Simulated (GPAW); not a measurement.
# IF (iodine monofluoride): TD-SVWN5/dzp (scalar-relativistic datasets, restrict set)

We compute the excited states of IF (iodine monofluoride). Input form: an ASE script.

The calculation is run with GPAW 26.7.0.

6 further runs of the same task are left out: 3 that didn't finish, 3 set aside as unsound or not needed. Runs told in other sessions of the task aren't counted.

### Step 1. The system as given

IF has 2 atoms, charge 0, and is taken as a singlet. SMILES: `FI`. The bond length is the measured one.

Bond lengths: F1–I2 1.910 Å.

### Step 2. The excited states at TD-SVWN5/dzp (scalar-relativistic datasets, restrict set)

The input, FI.xyz:

```xyz
2

F      0.000000     0.000000     0.000000
I      0.000000     0.000000     1.909759
```

The input, calc.py:

```python
from ase.io import read
from ase.units import Hartree
from gpaw import GPAW, setup_paths
from gpaw.atom.configurations import parameters
from gpaw.atom.generator import Generator
from gpaw.lrtddft import LrTDDFT
from gpaw.utilities.adjust_cell import adjust_cell

molecule = read('FI.xyz')
adjust_cell(molecule, 4.5, h=0.2)

for symbol in ['F', 'I']:
    Generator(symbol, xcname='LDA_X+LDA_C_VWN', scalarrel=True, nofiles=True, txt=None).run(**parameters[symbol])
setup_paths.insert(0, '.')

calc = GPAW(mode='lcao',
            nbands='nao',
            legacy_gpaw=True,
            xc='LDA_X+LDA_C_VWN',
            basis='dzp',
            maxiter=100,
            h=0.2,
            symmetry='off',
            txt='-')
molecule.calc = calc
molecule.get_potential_energy()

lr = LrTDDFT(calc, restrict={'jend': 16, 'istart': 4}, txt='lr.txt')
lr.diagonalize()
energies = [x.get_energy() * Hartree for x in lr][:10]
strengths = [x.get_oscillator_strength()[0] for x in lr][:10]
for n, (e, f) in enumerate(zip(energies, strengths), 1):
    print(f'{n:3d} {e:8.3f} eV  f = {f:.4f}')
lr.analyse(range(4))
```

Launch:

```bash
$ python3 -u calc.py | tee calc.out
```

What values should one expect? Wanted: energy as printed; dipole moment; HOMO energy; LUMO energy; HOMO–LUMO gap; lowest singlet excitation energy.

**Answer.** As computed:

Level: TD-SVWN5/dzp (scalar-relativistic datasets, restrict set).

```
                                               quantity       value
 energy as printed (from the program's reference atoms)  -3.2109 eV
dipole moment (of the density that the program reports)      2.22 D
                 HOMO energy (SVWN5 Kohn–Sham orbitals)    -6.43 eV
                 LUMO energy (SVWN5 Kohn–Sham orbitals)    -4.10 eV
               HOMO–LUMO gap (SVWN5 Kohn–Sham orbitals)     2.33 eV
                       lowest singlet excitation energy     2.90 eV
```

In words: The brightest of the 10 transitions from the ground state lies at 18.05 eV (69 nm, f = 0.039); the lowest, at 2.90 eV, has f = 0.001. Roots above 6.4 eV lie over the negative of the HOMO energy, where those of Rydberg kind are poorly described; valence roots are less touched.
